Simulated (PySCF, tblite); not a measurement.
**C6H7FGeS: geometry, infrared bands and NMR shifts**

Wanted: the infrared bands and NMR shifts of C6H7FGeS (`C#CC1=CS[C@@H](F)[GeH2][CH2]1`), by calculation.

Programs: tblite 0.8.0 and PySCF 2.14.0, with density-fitted response routines of our own. Each step states its level of theory. These are calculated values for one molecule in the gas phase, unless marked as measured. Atoms are numbered from 0 throughout.

## 1. The starting structure

16 atoms, charge 0, multiplicity 1; geometry from: force field or distance geometry start.

Bonds of the start (Å): C0–C1 1.23, C1–C2 1.43, C2–C3 1.35, C3–S4 1.80, S4–C5 1.83, C5–F6 1.37, C5–Ge7 1.93, Ge7–C8 1.95, C8–C2 1.51, C0–H9 1.06, C3–H10 1.06, C5–H11 1.13, Ge7–H12 1.56, Ge7–H13 1.54, C8–H14 1.12, C8–H15 1.08.

## 2. Geometry optimisation with GFN2-xTB

What the job is given:

```
{"job": {"kind": "relax", "xc": "GFN2-xTB", "basis": "xTB"}, "charge": 0, "multiplicity": 1}
C      3.554800     0.087000     0.341000
C      2.373700     0.247200     0.042200
C      0.986500     0.412400    -0.268600
C      0.350200     1.574100    -0.026800
S     -1.396100     1.788400    -0.411600
C     -2.281300     0.470100     0.491700
F     -3.599400     0.468800     0.111900
Ge    -1.353000    -1.176900     0.103500
C      0.258600    -0.746800    -0.902000
H      4.571200    -0.048700     0.592100
H      0.874200     2.375600     0.427000
H     -2.153100     0.657500     1.601100
H     -0.922000    -1.863800     1.441800
H     -2.214500    -2.130300    -0.742400
H      0.034000    -0.493600    -1.965500
H      0.908600    -1.612200    -0.846900
```

Launch:

```bash
> OMP_NUM_THREADS=1 python probes_run.py task.json out
```

One launch serves the whole session: the jobs run in the order shown.

**Question.** This job is followed by: GFN2-xTB harmonic vibrations, gas phase; GIAO PBE0/pcSseg-1 NMR shielding, non-relativistic, gas phase. What will the session give for the following? strongest single infrared mode (GFN2-xTB); zero-point energy (GFN2-xTB); ¹³C shifts against TMS (PBE0/pcSseg-1); ¹H shifts against TMS (PBE0/pcSseg-1); ³³S shifts against CS2 (PBE0/pcSseg-1); ¹⁹F shifts against CFCl3 (PBE0/pcSseg-1); ⁷³Ge shifts against GeMe4 (PBE0/pcSseg-1); surface potential, 1st and 99th percentile.

The runs gave:

```
                                 quantity                                         value
strongest single infrared mode (GFN2-xTB)                         2044 cm⁻¹, 448 km/mol
             zero-point energy (GFN2-xTB)                                 63.6 kcal/mol
   ¹³C shifts against TMS (PBE0/pcSseg-1)      138.1, 117.2, 91.1, 90.8, 85.5, 11.7 ppm
    ¹H shifts against TMS (PBE0/pcSseg-1)  6.58, 6.08, 4.10, 3.97, 2.78, 2.42, 1.98 ppm
   ³³S shifts against CS2 (PBE0/pcSseg-1)                                       129 ppm
 ¹⁹F shifts against CFCl3 (PBE0/pcSseg-1)                                    -195.7 ppm
⁷³Ge shifts against GeMe4 (PBE0/pcSseg-1)                                      -193 ppm
    surface potential, 1st and 99th percentile                            -0.93 V and 1.38 V
```

**Reading.** Over 158 steps the energy fell by 0.540 eV; of the close pairs, Ge7–H12 changed most, 1.565 to 1.500 Å. All 42 modes are real, so the xTB geometry is a minimum. The strongest single mode, at 2044 cm⁻¹, moves mainly H12 and H13. GFN2-xTB is a fitted tight-binding method: band positions and strengths are rough. Its intensities can rank the bands wrongly. The most deshielded hydrogen is H10 (hydrogen on an alkene CH), at 6.58 ppm: attached to an sp2 carbon and in the plane of the double bond. At PBE0/pcSseg-1: The widest tensor belongs to C1: span 317 ppm, with a paramagnetic part of -152 ppm. At PBE0/pcSseg-1, counted by nearest atom on the grid, the HOMO lies on S4 32 %; C0, C2 about 18 % each, the LUMO on C3 28 %; C2 20 %. Spin-orbit coupling is left out, which matters for shieldings and couplings at and beside the heavy atoms.
